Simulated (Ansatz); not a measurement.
**GeHO (doublet): the correlation ladder at angle O2–Ge1–H3 = 107.5°, cc-pVDZ**

The task here is to estimate one member of a computed series from the others.

Method: cc-pVDZ, core rule «outside noble gas», up to 15 orbitals frozen; program: Ansatz 0.2.0, Gaussian basis.

To be run: UHF; CCSD(T) on ROHF; CCSD(T) on UHF; BCCD(T) on ROHF; CISD; CCSDT(Q) on ROHF; CCSDT(Q) on UHF; CASSCF and MRCISD+Q, 3 electrons in 3 orbitals; CASSCF and NEVPT2, 3 electrons in 3 orbitals.

23 further runs of the same task are left out: 10 for a known fault of the program, 9 that didn't finish, 4 set aside as unsound or not needed.

### The system

The geometry derives from a PBE0/def2-TZVP stationary point (not a proven minimum). One angle is set to the value named; bond lengths are kept. No spin-orbit coupling is included. The filled d shell of Ge may be among the frozen orbitals whatever the setting's name suggests; the logs give the count.

3 atoms, charge 0, spin multiplicity 2.

Atoms are counted from 1 here; the program's logs count them from 0.

Bond lengths: Ge1–O2 1.651 Å, Ge1–H3 1.599 Å. Angles: O2–Ge1–H3 107.5°.

Set-up of the first run:

The input, in.yaml:

```yaml
crystal:
  periodic: [false, false, false]
  atoms:
    - {symbol: Ge, position_ang: [0.000000, -0.054614, 0.284638]}
    - {symbol: O, position_ang: [0.000000, 0.160086, -1.352758]}
    - {symbol: H, position_ang: [0.000000, 1.394810, 0.959596]}
basis:
  gaussian: {orbitals: cc-pVDZ}
magnetization: {spin_polarized: true, initial_magnetization: 1}
hamiltonian: {xc: hf}
output: {orbitals: {seedname: orbitals}}
```

Run with:

```sh
ansatz run in.yaml --threads 1 --pin off --events-out ev --progress --plain --max-ram 2393MiB
```

Among the steps run: UHF; CCSD(T) on ROHF; CCSD(T) on UHF; BCCD(T) on ROHF; CISD; CCSDT(Q) on ROHF; CCSDT(Q) on UHF; CASSCF and MRCISD+Q, 3 electrons in 3 orbitals; CASSCF and NEVPT2, 3 electrons in 3 orbitals.

One of the session's tables, all rows but one given; the rest of the session is left out.

```
       method  from RCCSDT(Q) (kJ/mol)
         ROHF                   +778.9
          UHF                   +758.4
         RMP2                   +165.0
         UMP2                   +150.8
        RCCSD                    +41.1
        UCCSD                    +40.1
     RCCSD(T)                    +14.6
     UCCSD(T)                    +14.3
      BCCD(T)                    +10.3
       RCCSDT                     +6.8
       UCCSDT                     +6.6
    RCCSDT(Q)                        0
    UCCSDT(Q)                     +0.4
  CASSCF pair                   +734.0
  NEVPT2 pair                   +167.5
  MRCISD pair                        ?
MRCISD+Q pair                    +43.7
```

Q: Estimate the row for MRCISD pair from the others.

As computed: from RCCSDT(Q) (kJ/mol): +125.4. In the column «from RCCSDT(Q) (kJ/mol)» it lies between MRCISD+Q pair (+43.7) and UMP2 (+150.8).

Not comparable, so not listed: CISD (they don't share determinant, frozen orbitals or solution with the rows shown, or repeat one).

To keep in mind: Restricted and unrestricted rows rest on different reference determinants; where their highest levels disagree by more than a few hundredths of an eV, they describe different states and don't form one ladder.
